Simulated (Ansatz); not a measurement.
Consider an atomisation energy of BH7SSi2, SMILES [SiH3][SiH2]BS (Ansatz 0.2.0, Python API).

Script `run_tae.py`:
```python
# -*- coding: utf-8 -*-
"""Atomisation energy of BH7SSi2 at the given geometry."""

from collections import Counter

import ansatz as az


def energy_of(molecule, charge=0, unpaired=0):
    calc = molecule.calculation().basis(gaussian="6-31G*").functional("B3LYP", dispersion="d4")
    if charge:
        calc = calc.charge(charge)
    if unpaired:
        calc = calc.spin("collinear", total=unpaired)
    return calc.run(threads=1).report["free_energy_ev"]

mol = (
    az.Crystal.molecule()
    .atom("Si", (-1.0416, 1.4219, 0.3846))
    .atom("Si", (-0.173, -0.0856, -0.9455))
    .atom("B", (1.3457, -0.8377, -0.0691))
    .atom("S", (1.2518, -1.696, 1.5981))
    .atom("H", (-2.2668, 2.0321, -0.3116))
    .atom("H", (-0.1072, 2.5438, 0.635))
    .atom("H", (-1.4665, 0.8477, 1.6469))
    .atom("H", (0.2839, 0.5511, -2.2199))
    .atom("H", (-1.1451, -1.1297, -1.1664))
    .atom("H", (2.4474, -0.7575, -0.532))
    .atom("H", (0.9369, -2.9471, 1.0006))
)

# Hund ground states
unpaired = {"Si": 2, "B": 1, "S": 2, "H": 1}
counts = Counter(site.symbol for site in mol.cartesian_sites)
atom_energy = {s: energy_of(az.Crystal.molecule().atom(s, (0, 0, 0)), 0, unpaired[s]) for s in counts}
whole = energy_of(mol, 0, 0)
for s, e in atom_energy.items():
    print(f"{s:2s} x{counts[s]}  {e:14.5f} eV")
print(f"BH7SSi2: {whole:.5f} eV")
split = sum(counts[s] * e for s, e in atom_energy.items()) - whole
print(f"atomisation energy (no zero-point term): {96.485332 * split:.1f} kJ/mol, {split / sum(counts.values()):.3f} eV an atom")
```

What does it cost to take this molecule apart into atoms?

3180.7 kJ/mol from the electronic energies, without the zero-point term.

What the script printed:

`python run_tae.py` gives:
```text
Si x2     -7874.20605 eV
B  x1      -670.87915 eV
S  x1    -10832.98872 eV
H  x7       -13.61312 eV
BH7SSi2: -27380.53785 eV
atomisation energy (no zero-point term): 3180.7 kJ/mol, 2.997 eV an atom
```

Caveats:
- Total energies depend on the basis set; only differences at equal settings carry meaning.
- The geometry is a force-field or estimated start, not a minimum of this method, and the basis set is short of its limit. All parts are taken at fixed geometry, without zero-point energy.
- b3lyp holds the VWN-RPA fit, as in Gaussian; the form of ORCA and Turbomole is b3lyp5.
- Timing: 7.9 s on 1 thread of Arm Neoverse N1 (shared host), peak memory 0.23 GiB.
